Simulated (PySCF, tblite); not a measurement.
# C₇H₁₁NSi: geometry, infrared bands and NMR shifts

Wanted: the infrared bands and NMR shifts of C₇H₁₁NSi (`[H]/N=C(\CC#C[SiH3])C1CC1`), by calculation.

Computed with tblite 0.8.0 and PySCF 2.14.0, with density-fitted response routines of our own, on a single molecule in the gas phase. Atoms are numbered from 0 throughout.

## 1. The starting structure

20 atoms, charge 0, multiplicity 1; geometry from: force field or distance geometry start.

Bonds of the start (Å): N0–C1 1.31, C1–C2 1.51, C2–C3 1.46, C3–C4 1.21, C4–Si5 1.86, C1–C6 1.48, C6–C7 1.52, C7–C8 1.49, C8–C6 1.51, N0–H9 1.01, C2–H10 1.09, C2–H11 1.10, Si5–H12 1.48, Si5–H13 1.49, Si5–H14 1.49, C6–H15 1.08, C7–H16 1.09, C7–H17 1.08, C8–H18 1.08, C8–H19 1.09.

## 2. Geometry optimisation with GFN2-xTB

Job settings and geometry (Å):

```
{"job": {"kind": "relax", "xc": "GFN2-xTB", "basis": "xTB"}, "charge": 0, "multiplicity": 1}
N     -0.465100    -2.276900     0.028500
C     -0.741500    -1.151200    -0.576000
C      0.220200    -0.460000    -1.507300
C      1.348800     0.138100    -0.798800
C      2.278500     0.610100    -0.193100
Si     3.714300     1.356100     0.730700
C     -2.062000    -0.539000    -0.325400
C     -2.586800    -0.406500     1.091400
C     -2.158900     0.810400     0.338400
H      0.470700    -2.585400    -0.205300
H      0.564700    -1.194000    -2.241600
H     -0.332900     0.316100    -2.061900
H      4.544900     2.186200    -0.167800
H      4.579600     0.286700     1.304100
H      3.227500     2.229600     1.839800
H     -2.799900    -0.772400    -1.074800
H     -3.651300    -0.573300     1.246000
H     -1.969200    -0.766400     1.901900
H     -1.256900     1.310200     0.673000
H     -2.930000     1.492400    -0.004800
```

Launch:

```bash
$ OMP_NUM_THREADS=1 python probes_run.py task.json out
```

One launch serves the whole session: the jobs run in the order shown.

**Question.** This job is followed by: GFN2-xTB harmonic vibrations, gas phase; GIAO PBE0/pcSseg-1 NMR shielding, non-relativistic, gas phase. Predict these results of the whole session: strongest single infrared mode (GFN2-xTB); zero-point energy (GFN2-xTB); 13C shifts against TMS (PBE0/pcSseg-1, means over atoms taken as alike); 1H shifts against TMS (PBE0/pcSseg-1, means over atoms taken as alike); 15N shifts against NH3 (PBE0/pcSseg-1); 29Si shifts against TMS (PBE0/pcSseg-1); surface potential, 1st and 99th percentile.

**Answer**, as computed:

| quantity | value |
| --- | --- |
| strongest single infrared mode (GFN2-xTB) | 791 cm⁻¹, 580 km/mol |
| zero-point energy (GFN2-xTB) | 95.8 kcal/mol |
| 13C shifts against TMS (PBE0/pcSseg-1, means over atoms taken as alike) | 181.9, 113.2, 83.9, 40.0, 18.1, 16.3 ppm |
| 1H shifts against TMS (PBE0/pcSseg-1, means over atoms taken as alike) | 9.59, 4.27, 3.28, 1.75, 1.14, 0.91 ppm |
| 15N shifts against NH3 (PBE0/pcSseg-1) | 323.4 ppm |
| 29Si shifts against TMS (PBE0/pcSseg-1) | -99.3 ppm |
| surface potential, 1st and 99th percentile | -1.52 V and 1.33 V |

The optimisation took 231 steps and gained 0.321 eV; among the close pairs (by a distance rule), N0–C1 changed most, from 1.307 to 1.260 Å. The lowest mode is imaginary (24i cm⁻¹), so the xTB geometry is not a minimum. Unscaled tight-binding wavenumbers are off by several per cent, some by more. Its intensities can rank the bands wrongly. At PBE0/pcSseg-1: Shielding is most anisotropic at N0 (span 567 ppm, paramagnetic term -376 ppm).
